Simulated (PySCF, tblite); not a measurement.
# C₄H₆BCl₂N: geometry, infrared bands and NMR shifts

What infrared bands and NMR shifts should C₄H₆BCl₂N (`C=N/C(=C\C)B(Cl)Cl`) show?

Computed with tblite 0.8.0 and PySCF 2.14.0, with density-fitted response routines of our own, on a single molecule in the gas phase. Atoms are numbered from 0 throughout.

### 1 The starting structure

14 atoms, charge 0, multiplicity 1; geometry from: force field or distance geometry start.

Bonds of the start (Å): C0–N1 1.30, N1–C2 1.45, C2–C3 1.34, C3–C4 1.50, C2–B5 1.58, B5–Cl6 1.85, B5–Cl7 1.84, C0–H8 1.08, C0–H9 1.07, C3–H10 1.09, C4–H11 1.11, C4–H12 1.11, C4–H13 1.10.

### 2 Geometry optimisation with GFN2-xTB

The job: settings as JSON, then the geometry in Å.

```
{"job": {"kind": "relax", "xc": "GFN2-xTB", "basis": "xTB"}, "charge": 0, "multiplicity": 1}
C      0.818700     2.176500    -0.208500
N      0.036700     1.198700     0.129200
C      0.348700    -0.204000    -0.055200
C     -0.675300    -1.059200    -0.215200
C     -2.107900    -0.628300    -0.209800
B      1.828400    -0.744900    -0.031100
Cl     3.152600     0.171400     0.886600
Cl     2.259100    -2.424500    -0.661000
H      0.502200     3.191700    -0.007400
H      1.738300     2.013600    -0.727100
H     -0.486600    -2.128700    -0.324800
H     -2.283800     0.081100    -1.051000
H     -2.774000    -1.505500    -0.345700
H     -2.357800    -0.138400     0.744000
```

On the command line:

```sh
> OMP_NUM_THREADS=1 python probes_run.py task.json out
```

This one command runs all jobs of the session in turn.

**Question.** This job is followed by: GFN2-xTB harmonic vibrations, gas phase; GIAO PBE0/pcSseg-1 NMR shielding, non-relativistic, gas phase. Predict these results of the whole session: strongest single infrared mode (GFN2-xTB); zero-point energy (GFN2-xTB); 13C shifts against TMS (PBE0/pcSseg-1); 1H shifts against TMS (PBE0/pcSseg-1, means over atoms taken as alike); 15N shifts against NH3 (PBE0/pcSseg-1); 11B shifts against BF3·OEt2 (PBE0/pcSseg-1); 35Cl shifts against HCl (PBE0/pcSseg-1, means over atoms taken as alike); surface potential, 1st and 99th percentile.

The runs gave:

```
                                                                quantity                          value
                               strongest single infrared mode (GFN2-xTB)          1593 cm⁻¹, 142 km/mol
                                            zero-point energy (GFN2-xTB)                  59.5 kcal/mol
                                  13C shifts against TMS (PBE0/pcSseg-1)  159.4, 157.5, 151.0, 18.5 ppm
  1H shifts against TMS (PBE0/pcSseg-1, means over atoms taken as alike)     7.73, 7.57, 7.03, 2.13 ppm
                                  15N shifts against NH3 (PBE0/pcSseg-1)                      404.7 ppm
                             11B shifts against BF3·OEt2 (PBE0/pcSseg-1)                       49.5 ppm
35Cl shifts against HCl (PBE0/pcSseg-1, means over atoms taken as alike)                        221 ppm
                                   surface potential, 1st and 99th percentile             -1.25 V and 0.95 V
```

What this shows: Relaxing lowered the energy by 0.540 eV in 107 steps; the close pair that moved most is B5–Cl6, from 1.853 to 1.725 Å. All 36 modes are real, so the xTB geometry is a minimum. The strongest single mode, at 1593 cm⁻¹, moves mainly C3 and C2. Unscaled tight-binding wavenumbers are off by several per cent, some by more. Its intensities can rank the bands wrongly. At PBE0/pcSseg-1: The largest span, 704 ppm, is at N1, where the paramagnetic term is -467 ppm. At PBE0/pcSseg-1, counted by nearest atom on the grid, the HOMO lies on N1 36 %; C3 20 %, the LUMO on B5 35 %; C3 24 %.
